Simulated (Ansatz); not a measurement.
Cu3O2:

```
Cu O
1.0
    -2.02298    2.02298    3.67362
     2.02298   -2.02298    3.67362
     2.02298    2.02298   -3.67362
Cu O
3 2
Cartesian
  0.0000 0.0000 0.0000
  0.0000 2.0230 1.8368
  2.0230 0.0000 1.8368
  0.0000 2.0230 0.0000
  2.0230 0.0000 0.0000
```

The cell comes from a database or a generator and needn't be the stable form of this composition.

Base run:

```yaml
Program: Ansatz 0.2.0
Functional: LDA
Potentials_or_basis: all-electron LAPW, scalar-relativistic
Cutoff: 462 eV (chosen from the basis error)
Basis_error_allowed: 0.002 eV/atom
k_mesh: 9 × 9 × 9
Occupations: fermi-dirac, width 0.05 eV
Spin: no spin polarisation
```

Its results: pressure -11.6 GPa.

Problem. The run is repeated on the same cell with these changes: functional from LDA to PBE. What comes out?

Solution. Pressure 0.7 GPa.

PBE binds less tightly than LDA, so the same cell stands under more pressure.

Caveats: an odd number of electrons without spin polarisation forces a metal; a magnetic or distorted state may lie lower; the run has no spin polarisation, though such a crystal can be magnetic.
